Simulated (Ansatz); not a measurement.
# Zr3Si2F: the cost of one run

Method: DFT PBE, scalar-relativistic, plane waves, PAW, in Ansatz 0.2.0.

## (1) The structure to begin with

It takes space group R-3m (No. 166, trigonal). Conventional cell: a = 5.985 Å, b = 5.985 Å, c = 9.903 Å, α = 90.00°, β = 90.00°, γ = 120.00°. Around Zr (site symmetry 2/m) lie 2 F at 2.39 Å and 2 Si at 2.77 Å. Around Si (site symmetry 3m) lie 1 Si at 2.28 Å and 3 Zr at 2.77 Å. F (site symmetry -3m) is surrounded by 6 Zr at 2.39 Å.

Structure file:

```
CELL_PARAMETERS angstrom
2.99260 1.72778 3.30085
-2.99260 1.72778 3.30085
0.00000 -3.45555 3.30085
ATOMIC_POSITIONS crystal
Zr 0.50000 0.00000 0.50000
Zr 0.00000 0.50000 0.50000
Zr 0.50000 0.50000 0.00000
Si 0.11491 0.11491 0.11491
Si 0.88509 0.88509 0.88509
F 0.50000 0.50000 0.50000
```

It is the end of an earlier relaxation with the same method, from a database cell with other species swapped in; it needn't be the stable form of this composition. At a tolerance of 0.05 Å it has space group R-3m (No. 166); it has 17.07 Å³/atom, an uncorrected energy of -0.78 eV/atom over the elements.

## (2) Static run: bands, density of states and charges

File input.yaml:

```yaml
crystal:
  lattice:
    - [2.9925979319, 1.7277772215, 3.3008546173]
    - [-2.9925979319, 1.7277772215, 3.3008546173]
    - [0.0, -3.4555544431, 3.3008546173]
  atoms:
    - { symbol: Zr, position: [0.5, 0.0, 0.5] }
    - { symbol: Zr, position: [0.0, 0.5, 0.5] }
    - { symbol: Zr, position: [0.5, 0.5, 0.0] }
    - { symbol: Si, position: [0.1149113462, 0.1149113462, 0.1149113462] }
    - { symbol: Si, position: [0.8850886538, 0.8850886538, 0.8850886538] }
    - { symbol: F, position: [0.5, 0.5, 0.5] }
basis:
  ecutwfc: 420
kpoints:
  mp_grid: { grid: [12, 12, 12] }
  band_path:
    path:
      - [[0.0, 0.0, 0.0], [0.5, 0.5, 0.5], [0.65067839, 0.34932161, 0.5]]
      - [[0.5, -0.34932161, 0.34932161], [0.5, 0.0, 0.0], [0.0, 0.0, 0.0], [0.42466081, -0.42466081, 0.0]]
      - [[0.57533919, 0.0, 0.42466081], [0.5, 0.0, 0.5], [0.0, 0.0, 0.0]]
    npoints: 14
hamiltonian:
  xc: pbe
scf:
  occupations: { method: gaussian, width: 0.1 }
  n_extra_bands: 15
output:
  forces: true
  stress: true
  eigenvalues: true
  populations: true
  dos: { projected: true, de: 0.02, nscf_kmesh: { grid: [15, 15, 15] } }
  bader: true
  write_density: true
  write_potential: true
  elf: true
  volumetric_format: npy
```

Run with:

```bash
$ ansatz run input.yaml --threads 1 --pin off --max-ram 2560MiB --backend cpu --events-out ev --progress --plain --runs-dir out
```

**Question.** How long does this run take on 1 thread of Arm Neoverse V1, shared host, and how much memory does it need?

About 2.5 min, with a peak of 1.1 GiB.
